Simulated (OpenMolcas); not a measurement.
**Ta⁴⁺ among point charges: CASSCF and CASPT2 levels and susceptibility**

Aim: the splitting of the states of Ta⁴⁺ in the field of 4 point charges, its lowest levels with spin-orbit coupling and its magnetic susceptibility.

Method: state-averaged CASSCF and CASPT2, spin-orbit coupling by RASSI with atomic mean-field integrals. Code: OpenMolcas 26.06.

## 1. The system

| Item | Value |
| --- | --- |
| Species | Ta⁴⁺ (tantalum, Z = 73, 69 electrons) |
| Basis | ANO-RCC-VDZP [7s6p4d2f1g], 68 functions |
| Scalar Hamiltonian | DKH2, point nucleus |
| Inactive shells | 1s 2s 2p 3s 3p 3d 4s 4p 4d 4f 5s 5p |
| Active space | 1 electron in 5 orbitals (5d) |
| Some configurations of this space | 5d |
| Orbitals | optimised for each spin and parity, averaged over all roots |

The outer shells:

5d
```
5d [↑ ][  ][  ][  ][  ]
```

The ion sits among 4 point charges of -1.5 e arranged as a tetrahedron (Td), 1.81 Å from the ion.

The work runs as a chain of OpenMolcas steps in one folder; each step below is one input file. Labels, J, g values, rates, χT and fits are worked out afterwards by a script from the matrices that RASSI stores.

## 2. Basis and integrals

File a.inp:

```
&GATEWAY
Coord
1

Ta 0.0 0.0 0.0
Basis=ANO-RCC-VDZP
Group=NoSym
NoMove
AngMom=0.0 0.0 0.0
AMFI
XField
4 Angstrom 0
1.045004 1.045004 1.045004 -1.500000
1.045004 -1.045004 -1.045004 -1.500000
-1.045004 1.045004 -1.045004 -1.500000
-1.045004 -1.045004 1.045004 -1.500000
&SEWARD
```

Launch:

```sh
OMP_NUM_THREADS=1 MOLCAS_MEM=1689 MOLCAS_PROJECT=a pymolcas a.inp > a.log
```

Standard output:

```text
Basis set label: TA.ANO-RCC...7S6P4D2F1G.

      Electronic valence basis set:
      ------------------
      Associated Effective Charge  73.000000 au
      Associated Actual Charge     73.000000 au
      Nuclear Model: Point charge

      Shell  nPrim  nBasis  Cartesian Spherical Contaminant
         s      24       7        X
         p      21       6        X
         d      15       4                 X
         f      11       2                 X
         g       4       1                 X
                  Relativistic Douglas-Kroll-Hess integrals:
                    - DKH order of Hamiltonian: 2
                    - DKH order of Properties : 0
                  Atomic mean-field integrals
```

## 3. CASSCF: doublets, 5 roots

File a.inp:

```
&RASSCF
FileOrb=start.orb
Symmetry=1
Spin=2
nActEl=1 0 0
Inactive=34
Ras2=5
CIRoot=5 5 1
SDav=5
CIMx=300
Iter=120 100
PrWF=0.3
OrbListing=Nothing
MaxOrb=0
>>> COPY $Project.JobIph JOB001
```

start.orb holds the contracted functions of the basis, ordered by shell, or the orbitals of the step before.

Standard output:

```text
Wave function specifications:
      -----------------------------

      Number of closed shell electrons          68
      Number of electrons in active shells       1
      Max number of holes in RAS1 space          0
      Max nr of electrons in RAS3 space          0
      Number of inactive orbitals               34
      Number of active orbitals                  5
      Number of secondary orbitals              29
      Spin quantum number                      0.5
      State symmetry                             1
Orbital specifications:
      -----------------------

      Symmetry species                           1
                                                 a
      Frozen orbitals                            0
      Inactive orbitals                         34
      Active orbitals                            5
      RAS1 orbitals                              0
      RAS2 orbitals                              5
      RAS3 orbitals                              0
      Secondary orbitals                        29
      Deleted orbitals                           0
      Number of basis functions                 68
      Number of CSFs                             5
      Number of root(s) required                 5
      Iter CI   SX   CI       RASSCF       Energy    max ROT     max BLB   max BLB  Level Ln srch  Step   QN
          iter iter root      energy       change     param      element    value   shift minimum  type update
 Nr of preliminary CI iterations:   1
      Total energies have been shifted. Add               -15000.00 au
        1   1    7    0  -593.96089658    0.00E+00   1.47E-01*  32  42 1  1.95E-01*  0.42   0.00    SX    NO
        2   1    7    0  -594.03181488   -7.09E-02* -6.15E-02   27  56 1 -1.58E-01*  0.44   0.00    SX    NO
        3   1    7    0  -594.04062503   -8.81E-03* -2.33E-02   25  54 1  1.22E-01*  0.43   0.00    SX    NO
        4   1    7    0  -594.04363331   -3.01E-03*  1.64E-02   27  56 1 -1.02E-01*  0.45   0.00    SX    NO
        5   1    7    0  -594.04530091   -1.67E-03*  7.13E-03   25  54 1  8.62E-02*  0.43   0.55    LS   YES
        6   1    6    0  -594.04886708   -3.57E-03* -8.81E-03   25  54 1  4.04E-03*  0.44   1.04    QN   YES
        7   1    5    0  -594.04893533   -6.82E-05* -6.29E-03   36  42 1  6.57E-04*  0.44   1.73    LS   YES
        8   1    5    0  -594.04895012   -1.48E-05*  2.21E-03   25  54 1 -2.13E-03*  0.44   1.02    QN   YES
        9   1    5    0  -594.04895474   -4.62E-06* -6.09E-04   25  54 1 -2.47E-04*  0.44   1.24    QN   YES
       10   1    5    0  -594.04895509   -3.50E-07*  1.20E-04   32  45 1 -7.36E-05   0.44   1.14    QN   YES
       11   1    4    0  -594.04895511   -1.74E-08*  1.37E-05   25  54 1  2.16E-05   0.44   1.18    QN   YES
       12   1    3    0  -594.04895511   -8.88E-10   2.02E-06   34  35 1 -3.80E-06   0.44   1.10    QN   YES
      Convergence after 12 iterations
       13   1    3    0  -594.04895511   -2.55E-11   2.02E-06   34  47 1  8.16E-07   0.44   1.10    QN   YES
      Natural orbitals and occupation numbers for root  1
      sym 1:  -0.000000  -0.000000   1.000000   0.000000  -0.000000
      Natural orbitals and occupation numbers for root  2
      sym 1:   0.000000   0.000000   0.000000   0.000000   1.000000
      Natural orbitals and occupation numbers for root  3
      sym 1:   0.000000   1.000000   0.000000   0.000000  -0.000000
::    RASSCF root number  1 Total energy: -15594.06735538
::    RASSCF root number  2 Total energy: -15594.06735538
::    RASSCF root number  3 Total energy: -15594.03668827
::    RASSCF root number  4 Total energy: -15594.03668827
::    RASSCF root number  5 Total energy: -15594.03668827
```

## 4. RASSI: spin-orbit coupling between the states

File a.inp:

```
&RASSI
NrOfJobIphs=1 5
1 2 3 4 5
IphNames
JOB001
EJob
SpinOrbit
DIPRint=1.0
SOCoupling=1000.0
Subsets=2
Property=9
'ANGMOM' 1 'ANGMOM' 2 'ANGMOM' 3 'MLTPL  1' 1 'MLTPL  1' 2 'MLTPL  1' 3
'AMFI' 1 'AMFI' 2 'AMFI' 3
SOProperty=3
'ANGMOM' 1 'ANGMOM' 2 'ANGMOM' 3
```

Standard output:

```text
SPIN-FREE ENERGIES:
  (Shifted by EMIN (a.u.) =     -15594.0673553836)

 SF State       Relative EMIN(au)   Rel lowest level(eV)    D:o, cm**(-1)      L_eff

     1             0.0000000000        0.0000000000              0.0000         1.9
     2             0.0000000000        0.0000000000              0.0000         1.9
     3             0.0306671180        0.8344947916           6730.6544         1.9
     4             0.0306671180        0.8344947916           6730.6544         1.9
     5             0.0306671180        0.8344947916           6730.6544         1.9
     Dipole printing threshold changed to   1.00000000E+00

++ Dipole transition strengths (spin-free states):
   -----------------------------------------------
     for osc. strength at least  1.00000000E+00

  ( Max oscillator strength is only    5.2818234324528938E-004 )
--
Eigenvalues of complex Hamiltonian:
   -----------------------------------
  (Shifted by EMIN (a.u.) =     -15594.0673553836)

 SO State       Relative EMIN(au)   Rel lowest level(eV)    D:o, cm**(-1)     J-value

     1            -0.0071807802        0.0000000000              0.0000         1.6
     2            -0.0071807802        0.0000000000              0.0000         1.6
     3            -0.0071807802        0.0000000000              0.0000         0.9
     4            -0.0071807802        0.0000000000              0.0000         0.9
     5             0.0325296265        1.0805752166           8715.4269         1.2
     6             0.0325296265        1.0805752166           8715.4269         1.2
     7             0.0325296265        1.0805752166           8715.4269         2.2
     8             0.0325296265        1.0805752166           8715.4269         2.2
     9             0.0413036613        1.3193288644          10641.1049         1.9
    10             0.0413036613        1.3193288644          10641.1049         1.9
Weights of the five most important spin-orbit-free states for each spin-orbit state.

 SO State  Total energy (au)           Spin-free states, spin, and weights
 -------------------------------------------------------------------------------------------------------
    1        -0.007181       2 0.5  0.7829    4 0.5  0.1077    3 0.5  0.0685    1 0.5  0.0363    5 0.5  0.0046
    2        -0.007181       2 0.5  0.5910    1 0.5  0.2281    3 0.5  0.1009    4 0.5  0.0734    5 0.5  0.0066
    3        -0.007181       1 0.5  0.6890    2 0.5  0.1302    5 0.5  0.1099    3 0.5  0.0417    4 0.5  0.0292
    4        -0.007181       1 0.5  0.6849    2 0.5  0.1342    5 0.5  0.1200    4 0.5  0.0308    3 0.5  0.0301
    5         0.032530       5 0.5  0.5453    1 0.5  0.1520    4 0.5  0.1406    3 0.5  0.1333    2 0.5  0.0288
    6         0.032530       5 0.5  0.5456    1 0.5  0.1520    4 0.5  0.1404    3 0.5  0.1332    2 0.5  0.0288
    7         0.032530       3 0.5  0.4126    4 0.5  0.4057    2 0.5  0.1521    1 0.5  0.0288    5 0.5  0.0008
    8         0.032530       3 0.5  0.4131    4 0.5  0.4055    2 0.5  0.1520    1 0.5  0.0289    5 0.5  0.0005
    9         0.041304       4 0.5  0.3333    5 0.5  0.3333    3 0.5  0.3333    1 0.5  0.0000    2 0.5  0.0000
   10         0.041304       4 0.5  0.3333    3 0.5  0.3333    5 0.5  0.3333    1 0.5  0.0000    2 0.5  0.0000
 -------------------------------------------------------------------------------------------------------
```

Time for these steps: 1.9 s (1 thread of Intel Xeon 6975P-C (Granite Rapids), shared host).

Spin-free states, with their symmetry labels:

```csv
state,degeneracy,E (cm-1),free-ion L (%)
2E,2,0,D (100)
2T2,3,6731,D (100)
```

With spin-orbit coupling:

```
E (cm-1)  Degeneracy  Label  2S+1               g
     0.0           4     Γ8     2                
    8715           4            2                
   10641           2     Γ7     2  1.87 1.87 1.87
```

Principal g values are given for doublets only; a zero marks a field direction without first-order Zeeman splitting.

Powder χT (cm³ K/mol): 0.15 at 2 K, 0.15 at 5 K, 0.15 at 10 K, 0.15 at 20 K, 0.15 at 50 K, 0.16 at 100 K, 0.16 at 150 K, 0.16 at 200 K, 0.17 at 250 K, 0.17 at 300 K.

A ligand-field fit to the states below 45000 cm-1 gives 10Dq = -6731 cm-1, the gap between the two states.

Orbitals of the lowest block (energies include the constant potential of the surroundings):

```csv
shell,space,energy (hartree),mean occupation,⟨r²⟩ (bohr²)
1s,inactive,-2485.6807,2.000,0.000446
2s,inactive,-432.3050,2.000,0.00729
2p,inactive,-380.2107,6.000,0.00601
3s,inactive,-101.1452,2.000,0.0477
3p,inactive,-85.2628,6.000,0.0483
3d,inactive,-66.0002,10.000,0.0404
4s,inactive,-21.6499,2.000,0.238
4p,inactive,-16.3164,6.000,0.270
4d,inactive,-9.2168,10.000,0.318
4f,inactive,-1.3230,14.000,0.490
5s,inactive,-3.0049,2.000,1.38
5p,inactive,-1.5543,6.000,1.83
5d,RAS2,,1.000,4.47
```

## 5. CASPT2: IPEA 0.25, imaginary shift 0.1 (closed shells correlated: 4f 5s 5p)

File a.inp:

```
>>> COPY JOB001 $Project.JobIph
&CASPT2
Multistate=5 1 2 3 4 5
NoMult
Frozen=23
IPEA=0.25
Imaginary=0.1
MaxIter=60
WThr=0.0 0.3 0.05
PrWF=0.5
NoMix
```

Launch:

```sh
OMP_NUM_THREADS=1 MOLCAS_MEM=1689 MOLCAS_PROJECT=a pymolcas a.inp > a.log
```

Standard output:

```text
Orbital specifications:
      -----------------------

      Symmetry species                           1
                                                 a
      Frozen orbitals                           23
      Inactive orbitals                         11
      Active orbitals                            5
      Secondary orbitals                        29
      Deleted orbitals                           0
      Number of basis functions                 68
Type of calculation                        SS-CASPT2
      Fock operator                              state-specific
      IPEA shift                                 0.25
      Real shift                                 0.00
      Imaginary shift                            0.10
      The input orbitals will be transformed to quasi-canonical
Reference energy:      -15594.0673553836
      E2 (Non-variational):      -0.8283604271
      Shift correction:          -0.0001256942
      E2 (Variational):          -0.8284861213
      Total energy:          -15594.8958415049
      Residual norm:              0.0000003813
      Reference weight:           0.91756
      Contributions to the CASPT2 correlation energy
      Active & Virtual Only:         -0.0000000001
      One Inactive Excited:          -0.0405953049
      Two Inactive Excited:          -0.7877651221
Reference energy:      -15594.0673553836
      E2 (Non-variational):      -0.8283437615
      Shift correction:          -0.0001256549
      E2 (Variational):          -0.8284694164
      Total energy:          -15594.8958248000
      Residual norm:              0.0000003788
      Reference weight:           0.91756
      Contributions to the CASPT2 correlation energy
      Active & Virtual Only:         -0.0000000001
      One Inactive Excited:          -0.0405780233
      Two Inactive Excited:          -0.7877657381
::    CASPT2 Root  1     Total energy: -15594.89584150
::    CASPT2 Root  2     Total energy: -15594.89582480
::    CASPT2 Root  3     Total energy: -15594.86627561
::    CASPT2 Root  4     Total energy: -15594.86594433
::    CASPT2 Root  5     Total energy: -15594.86627559
```

Time for this run: 1.2 s (1 thread of Intel Xeon 6975P-C (Granite Rapids), shared host).

SS-CASPT2: lowest energy less the reference's lowest, -0.8285 hartree; reference weights 0.917 to 0.918.

Spin-free states, with their symmetry labels:

```csv
state,degeneracy,E (cm-1),free-ion L (%)
2E,2,0,D (100)
2T2,3,6511,D (100)
```

With spin-orbit coupling:

| E (cm-1) | Degeneracy | Label | 2S+1 | g |
| --- | --- | --- | --- | --- |
| 0 | 4 | Γ8 | 2 |  |
| 8580 | 4 |  | 2 |  |
| 10460 | 2 | Γ7 | 2 | 1.87 1.87 1.87 |

Powder χT (cm³ K/mol): 0.15 at 2 K, 0.15 at 5 K, 0.15 at 10 K, 0.15 at 20 K, 0.16 at 50 K, 0.16 at 100 K, 0.16 at 150 K, 0.17 at 200 K, 0.17 at 250 K, 0.17 at 300 K.

A ligand-field fit to the states below 45000 cm-1 gives 10Dq = -6511 cm-1, the gap between the two states.

## 6. The methods side by side

A. CASSCF
B. SS-CASPT2, IPEA 0.25, imaginary shift 0.1 (closed shells correlated: 4f 5s 5p)

```csv
method,ground state,first state of that spin (cm-1),first gap with spin-orbit (cm-1),χT at 300 K
A,2E,2T2 6731,8715.4,0.17
B,2E,2T2 6511,8577.1,0.17
```

## 7. Outcome

| quantity | value |
| --- | --- |
| method | SS-CASPT2, IPEA 0.25, imaginary shift 0.1 (closed shells correlated: 4f 5s 5p) |
| spin-free ground state | 2E, 2-fold in its orbital part |
| first state of the same spin within the active space | 2T2 at 6510 cm⁻¹ |
| lowest level | 4-fold Γ8 |
| next level | 8577.1 cm⁻¹ |
| χT at 300 K | 0.17 cm³ K/mol |
| effective moment at 300 K | 1.17 μB |

Cost by method:

```csv
method,time of its own steps,time with the reference
A. CASSCF,1.9 s,1.9 s
"B. SS-CASPT2, IPEA 0.25, imaginary shift 0.1, +4f 5s 5p",1.2 s,3.1 s
```

Times are of one thread on a shared host.

In words: The spin-free ground state (2E) comes to 100 % from free-ion D terms and keeps the highest spin of the shell. χT at 300 K is 0.17, against 0.38 cm³ K/mol for the spin alone, so orbital moment lowers it. A ligand-field fit to the states below 45000 cm-1 gives 10Dq = -6511 cm-1, the gap between the two states. CASPT2 does not keep the components of a term degenerate, and the means are used. An orbital doublet at a regular site is open to a Jahn-Teller distortion, which this geometry leaves out. The field of point charges can differ much from that of real complexes. This is an electrostatic model: the charges have no orbitals.
